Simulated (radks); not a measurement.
# Spin polarisation of the 3p shell in S⁺

How much does S⁺ gain by aligning the spins in its 3p shell? The moment is raised step by step from zero.

Program: radks (a radial shooting solver on a logarithmic mesh, Libxc functionals) version 1. Level of theory: non-relativistic Kohn-Sham, TPSS, spin-polarised, spherical densities, point nucleus. These are calculated values, not measurements, unless marked.

### Step 1. The atom as given

* element: sulfur (Z = 16)
* charge: +1
* electrons: 15
* configuration: [Ne] 3s2 3p(up 1.5, down 1.5)

A shell typed twice in an input gives spin up, then spin down.

### Step 2. No moment

The run's settings:

```text
Z 16
configuration [Ne] 3s2 3p1.5 3p1.5
relativity non-relativistic
functional tpss,tpss
spin polarised
nucleus point
```

### Step 3. moment 0.75 in 3p

The run's settings:

```text
Z 16
configuration [Ne] 3s2 3p1.875 3p1.125
relativity non-relativistic
functional tpss,tpss
spin polarised
nucleus point
```

### Step 4. moment 1.5 in 3p

The run's settings:

```text
Z 16
configuration [Ne] 3s2 3p2.25 3p0.75
relativity non-relativistic
functional tpss,tpss
spin polarised
nucleus point
```

### Step 5. moment 2.25 in 3p

The run's settings:

```text
Z 16
configuration [Ne] 3s2 3p2.625 3p0.375
relativity non-relativistic
functional tpss,tpss
spin polarised
nucleus point
```

### Step 6. moment 3 in 3p

The run's settings:

```text
Z 16
configuration [Ne] 3s2 3p3 3p0
relativity non-relativistic
functional tpss,tpss
spin polarised
nucleus point
```

What does the calculation give? Wanted: for each run, moment; E − E(0); ε(3p up); ε(3p down); splitting.

**Answer**, as computed:

```
moment (μB)  E − E(0) (eV)  ε(3p up) (eV)  ε(3p down) (eV)  splitting (eV)
          0          0.000        -16.870          -16.870           0.000
       0.75         -0.162        -17.269          -16.407           0.863
        1.5         -0.649        -17.609          -15.868           1.741
       2.25         -1.472        -17.895          -15.239           2.657
          3         -2.644        -18.115          -14.531           3.584
```

**Reading.** At a moment of 3 μB the energy has fallen by 2.64 eV and the 3p levels split by 3.58 eV, 1.195 eV per μB. The Stoner form E = −I m²/4 would give I = 1.175 eV. The energy falls at every step.
